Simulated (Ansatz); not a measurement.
# SiH(NHMe)3 (C3H13N3Si): geometry, orbitals and charge

What does SiH(NHMe)3 (C3H13N3Si) look like as a singlet, and where do its frontier electrons sit?

Computed with Ansatz 0.2.0, Gaussian basis. Level: RKS PBE0-D4/def2-TZVP.

The runs, in order: relaxation at r2SCAN-D4/def2-SVP; a single point at PBE0-D4/def2-TZVP.

2 further runs of the same task are left out: 2 set aside as unsound or not needed.

### Step 1. The system as given

20 atoms, charge 0, spin multiplicity 1.

Atoms are counted from 1 here; the program's logs count them from 0.

Bond lengths: Si1–H2 1.478 Å, Si1–N3 1.727 Å, Si1–N9 1.719 Å, Si1–N15 1.718 Å, N3–C4 1.442 Å, N3–H5 1.008 Å, C4–H6 1.093 Å, C4–H7 1.087 Å, C4–H8 1.097 Å, N9–C10 1.441 Å, N9–H11 1.007 Å, C10–H12 1.093 Å, C10–H13 1.087 Å, C10–H14 1.097 Å, N15–C16 1.439 Å, N15–H17 1.008 Å, C16–H18 1.098 Å, C16–H19 1.088 Å and more. Angles: H2–Si1–N3 113.3°, H2–Si1–N9 115.3°, H2–Si1–N15 104.6°, N3–Si1–N9 104.8°, N3–Si1–N15 113.4°, N9–Si1–N15 105.5°, Si1–N3–C4 124.2°, Si1–N3–H5 115.7°, C4–N3–H5 111.0°, N3–C4–H6 110.2°, N3–C4–H7 108.9°, N3–C4–H8 112.8°, H6–C4–H7 108.6°, H6–C4–H8 108.3°, H7–C4–H8 108.0°, Si1–N9–C10 122.7°, Si1–N9–H11 116.7°, C10–N9–H11 111.8° and more.

Coordinates:

```xyz
20
charge 0, multiplicity 1
Si    0.02882   -0.01427    0.30227
H     0.10578   -0.07992    1.77633
N     1.57141   -0.11718   -0.46725
C     2.66321    0.79265   -0.22042
H     1.91049   -1.05023   -0.64384
H     3.33042    0.82526   -1.08508
H     2.26002    1.78909   -0.05619
H     3.25451    0.51690    0.66106
N    -0.68404    1.41535   -0.33200
C    -1.95883    1.91532    0.11592
H    -0.05592    2.16240   -0.58073
H    -2.42434    2.51781   -0.66778
H    -2.60124    1.06683    0.33511
H    -1.88083    2.52908    1.02131
N    -1.03617   -1.29016   -0.13320
C    -0.78257   -2.67348    0.17134
H    -1.55163   -1.17997   -0.99210
H    -0.14559   -3.16579   -0.57471
H    -0.28116   -2.73243    1.13480
H    -1.72233   -3.22726    0.23516
```

The start is a GFN2-xTB geometry.

### Step 2. Relaxation at r2SCAN-D4/def2-SVP

The input, in.yaml:

```yaml
crystal:
  periodic: [false, false, false]
  atoms:
    - {symbol: Si, position_ang: [0.028820, -0.014270, 0.302270]}
    - {symbol: H, position_ang: [0.105780, -0.079920, 1.776330]}
    - {symbol: N, position_ang: [1.571410, -0.117180, -0.467250]}
    - {symbol: C, position_ang: [2.663210, 0.792650, -0.220420]}
    - {symbol: H, position_ang: [1.910490, -1.050230, -0.643840]}
    - {symbol: H, position_ang: [3.330420, 0.825260, -1.085080]}
    - {symbol: H, position_ang: [2.260020, 1.789090, -0.056190]}
    - {symbol: H, position_ang: [3.254510, 0.516900, 0.661060]}
    - {symbol: N, position_ang: [-0.684040, 1.415350, -0.332000]}
    - {symbol: C, position_ang: [-1.958830, 1.915320, 0.115920]}
    - {symbol: H, position_ang: [-0.055920, 2.162400, -0.580730]}
    - {symbol: H, position_ang: [-2.424340, 2.517810, -0.667780]}
    - {symbol: H, position_ang: [-2.601240, 1.066830, 0.335110]}
    - {symbol: H, position_ang: [-1.880830, 2.529080, 1.021310]}
    - {symbol: N, position_ang: [-1.036170, -1.290160, -0.133200]}
    - {symbol: C, position_ang: [-0.782570, -2.673480, 0.171340]}
    - {symbol: H, position_ang: [-1.551630, -1.179970, -0.992100]}
    - {symbol: H, position_ang: [-0.145590, -3.165790, -0.574710]}
    - {symbol: H, position_ang: [-0.281160, -2.732430, 1.134800]}
    - {symbol: H, position_ang: [-1.722330, -3.227260, 0.235160]}
basis:
  gaussian: {orbitals: def2-SVP}
hamiltonian: {xc: r2scan, dispersion: d4}
scf: {lower_state_search: "off"}
output: {orbitals: {seedname: orbitals}}
relax: {f_tol: 0.02, max_steps: 100}
```

The run is started by

```console
$ ansatz run in.yaml --threads 4 --pin off --events-out ev --progress --plain --max-ram 4787MiB
```

Further steps of the session: Single point, PBE0-D4/def2-TZVP.

Q: Predict the results of all the runs planned. Wanted: point group; commonest bond, hydrogen aside; HOMO, LUMO at PBE0-D4/def2-TZVP; dipole at r2SCAN-D4/def2-SVP.

The runs gave:

| quantity | value |
| --- | --- |
| point group | C1 |
| commonest bond, hydrogen aside | N–Si, 3 of mean length 1.732 Å |
| HOMO, LUMO at PBE0-D4/def2-TZVP | -6.18, 1.14 eV |
| dipole at r2SCAN-D4/def2-SVP | 1.27 D |

The molecule keeps its bonding pattern by the stored test; the atoms moved 0.86 Å (rms), and the angle N9–Si1–N15 went from 105° to 123°. No usable vibrations, so a minimum isn't proven. The HOMO lies nearest to N9, N15 about 34 % each and the LUMO to H11, H17 about 17 % each; H5, H12, H20 about 7 % each. The point group is read from a loosely relaxed geometry; soft torsions can leave it below the true symmetry.
